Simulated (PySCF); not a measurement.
**[Sm(NH3)]2+: forces at shaken geometries**

How stiff is [Sm(NH3)]2+? Its atoms are displaced at random by several amounts. It is a constructed species; whether it can be made isn't addressed.

Method: BP86, Sm lcecp-0-SVP with ECP52, N def2-SVP, H def2-SVP; scalar-relativistic core potentials, no spin–orbit coupling; program: PySCF 2.14.0.

2 further runs of the same task are left out: 2 for a known fault of the program. Runs told in other sessions of the task aren't counted.

### Step 1. The starting structure

5 atoms, charge 2, spin multiplicity 1.

Bond lengths: Sm1–N2 2.608 Å, N2–H3 1.041 Å, N2–H4 1.041 Å, N2–H5 1.041 Å. Angles: Sm1–N2–H3 115.3°, Sm1–N2–H4 115.3°, Sm1–N2–H5 115.3°, H3–N2–H4 103.0°, H3–N2–H5 103.0°, H4–N2–H5 103.0°.

Geometry (Å):

```xyz
5
H3NSm
Sm    0.00000    0.00000   -0.22193
N     0.00000    0.00000    2.38633
H     0.94045    0.00004    2.83154
H    -0.47025    0.81443    2.83154
H    -0.47019   -0.81447    2.83154
```

Formal oxidation states: Sm +2. Each metal's 6 4f electrons lie in its core potential, so multiplicities, spins and levels count the valence alone. An earlier session relaxed this geometry at BP86, Sm lcecp-0-SVP with ECP52, N def2-SVP, H def2-SVP (singlet, point group C3v).

Its energy there is -84.858894 Eh.

### Step 2. Atoms moved at random, σ = 0.06 Å

File run.py (the lines that set the calculation):

```python
mol = gto.M(atom='''
Sm     0.07270    -0.07772    -0.30896
N      0.01040     0.10510     2.42236
H      0.90077     0.01375     2.93085
H     -0.54615     0.78760     2.83445
H     -0.43772    -0.82874     2.78033''',
    basis={'Sm': 'lcecp-0-SVP', 'N': 'def2-SVP', 'H': 'def2-SVP'},
    ecp={'Sm': 'lcecp-0-SVP'},
    charge=2, spin=0)
mf = dft.RKS(mol, xc='B88,P86')
mf.grids.atom_grid = (50, 194)  # f atoms: unpruned, at least (60, 302)
mf = mf.density_fit()  # fitting sets: Sm AutoAux, N def2-universal-JKFIT, H def2-universal-JKFIT
mf.conv_tol = 1e-08; mf.max_cycle = 55
mf.kernel(dm0)  # dm0: the density of the relaxed state
```

On the command line:

```console
OMP_NUM_THREADS=2 python run.py
```

### Step 3. Atoms moved at random, σ = 0.03 Å

File run.py (the lines that set the calculation):

```python
mol = gto.M(atom='''
Sm     0.01765     0.03269    -0.21346
N      0.01951    -0.04995     2.39185
H      0.94339     0.02545     2.85118
H     -0.52823     0.81742     2.83709
H     -0.45232    -0.82561     2.79237''',
    basis={'Sm': 'lcecp-0-SVP', 'N': 'def2-SVP', 'H': 'def2-SVP'},
    ecp={'Sm': 'lcecp-0-SVP'},
    charge=2, spin=0)
mf = dft.RKS(mol, xc='B88,P86')
mf.grids.atom_grid = (50, 194)  # f atoms: unpruned, at least (60, 302)
mf = mf.density_fit()  # fitting sets: Sm AutoAux, N def2-universal-JKFIT, H def2-universal-JKFIT
mf.conv_tol = 1e-08; mf.max_cycle = 55
mf.kernel(dm0)  # dm0: the density of the relaxed state
```

### Step 4. Atoms moved at random, σ = 0.03 Å

File run.py (the lines that set the calculation):

```python
mol = gto.M(atom='''
Sm     0.01508     0.01045    -0.26893
N      0.00612    -0.00532     2.41083
H      0.94001    -0.00947     2.82462
H     -0.49372     0.80961     2.83779
H     -0.46749    -0.80527     2.85473''',
    basis={'Sm': 'lcecp-0-SVP', 'N': 'def2-SVP', 'H': 'def2-SVP'},
    ecp={'Sm': 'lcecp-0-SVP'},
    charge=2, spin=0)
mf = dft.RKS(mol, xc='B88,P86')
mf.grids.atom_grid = (50, 194)  # f atoms: unpruned, at least (60, 302)
mf = mf.density_fit()  # fitting sets: Sm AutoAux, N def2-universal-JKFIT, H def2-universal-JKFIT
mf.conv_tol = 1e-08; mf.max_cycle = 55
mf.kernel(dm0)  # dm0: the density of the relaxed state
```

Q: Predict the outcome of this session. Wanted: for each run, σ; energy rise; harmonic estimate −½ F·u; largest force component.

**Answer**, as computed:

| σ (Å) | energy rise (eV) | harmonic estimate −½ F·u (eV) | largest force component (eV/Å) |
| --- | --- | --- | --- |
| 0.06 | 0.263 | 0.254 | 4.74 |
| 0.03 | 0.161 | 0.157 | 3.79 |
| 0.03 | 0.026 | 0.026 | 0.79 |

Every displacement raises the energy. For a harmonic well the rise equals −½ F·u; the two differ by at most 3 % here (a move with σ = 0.06 Å), from anharmonicity, the grid and the small forces left at the relaxed point. The bases are small and lack diffuse functions. Spin–orbit coupling is left out. The core potential fixes the 4f count, so no charge can pass from the ligands into that shell.
